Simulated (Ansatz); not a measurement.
# AlGe (quartet): the correlation ladder, aug-cc-pVDZ

Aim: climb from Hartree-Fock through coupled cluster and multireference methods for AlGe (quartet) at one geometry and basis, and see what each rung misses.

Method: aug-cc-pVDZ, core rule «outside noble gas», up to 19 orbitals frozen; program: Ansatz 0.2.0, Gaussian basis.

To be run: UHF; CCSD(T) on ROHF; CCSD(T) on UHF; BCCD(T) on ROHF; CISD; CCSDT(Q) on ROHF; CCSDT(Q) on UHF; CISDTQ; CCSDTQ on ROHF; CCSDTQ on UHF; CASSCF and MRCISD+Q, 7 electrons in 8 orbitals; CASSCF and NEVPT2, 7 electrons in 8 orbitals; Full CI.

4 further runs of the same task are left out: 1 that didn't finish, 3 set aside as unsound or not needed.

## Step 1: What is computed

The geometry is a PBE0/def2-TZVP stationary point (not a proven minimum). No spin-orbit coupling is included. The filled d shell of Ge may be among the frozen orbitals whatever the setting's name suggests; the logs give the count.

2 atoms, charge 0, spin multiplicity 4.

Atoms are counted from 1 here; the program's logs count them from 0.

Bond lengths: Ge1–Al2 2.467 Å.

## Step 2: UHF

File in.yaml:

```yaml
crystal:
  periodic: [false, false, false]
  atoms:
    - {symbol: Ge, position_ang: [0.000000, 0.000000, 0.000000]}
    - {symbol: Al, position_ang: [0.000000, 0.000000, 2.466944]}
basis:
  gaussian: {orbitals: aug-cc-pVDZ}
magnetization: {spin_polarized: true, initial_magnetization: 3}
hamiltonian: {xc: hf}
output: {orbitals: {seedname: orbitals}}
```

Launch:

```console
$ ansatz run in.yaml --threads 1 --pin off --events-out ev --progress --plain --max-ram 3956MiB --backend cpu
```

Further steps of the session: CCSD(T) on ROHF; CCSD(T) on UHF; BCCD(T) on ROHF; CISD; CCSDT(Q) on ROHF; CCSDT(Q) on UHF; CISDTQ; CCSDTQ on ROHF; CCSDTQ on UHF; CASSCF and MRCISD+Q, 7 electrons in 8 orbitals; CASSCF and NEVPT2, 7 electrons in 8 orbitals; Full CI.

**Question.** What will the summary of the whole plan be? Wanted: FCI below the RHF energy; RMP2 from FCI; UMP2 from FCI; RCCSD from FCI; RCCSD(T) from FCI; UCCSD(T) from FCI; RCCSDT(Q) from FCI; UCCSDT(Q) from FCI; NEVPT2 valence from FCI.

The runs gave:

```
                         quantity                                                                             value
         FCI below the RHF energy                                                                        -3.6462 eV
                    RMP2 from FCI                                                                        +940.4 meV
                    UMP2 from FCI                                                                        +951.3 meV
                   RCCSD from FCI                                                                        +211.3 meV
                RCCSD(T) from FCI                                                                         +54.2 meV
                UCCSD(T) from FCI                                                                         +44.9 meV
               RCCSDT(Q) from FCI                                                                          +1.8 meV
               UCCSDT(Q) from FCI                                                                          -8.1 meV
          NEVPT2 valence from FCI                                                                        +557.0 meV
        MRCISD+Q valence from FCI                                                                         -18.1 meV
levels within 1 kcal/mol (43 meV)  RCCSDT, UCCSDT, CISDTQ, RCCSDT(Q), UCCSDT(Q), RCCSDTQ, UCCSDTQ, MRCISD+Q valence
                    T1 diagnostic                                                                             0.037
   effectively unpaired electrons                                                                              3.10
```

What this shows: RCCSD(T) lands +54.2 meV from the yardstick (1.5 % of the correlation energy). UCCSDT(Q), UCCSDTQ, MRCISD+Q valence fall below full CI: unrestricted runs freeze a spin-polarised core, another one than full CI's, and coupled cluster isn't variational. One determinant dominates. Of the multireference levels listed MRCISD+Q valence comes nearest in total energy (-18.1 meV), which doesn't show that its space is the better one. These misses are within one basis, not against nature; the frozen cores of restricted and unrestricted runs differ, which can shift their rows.
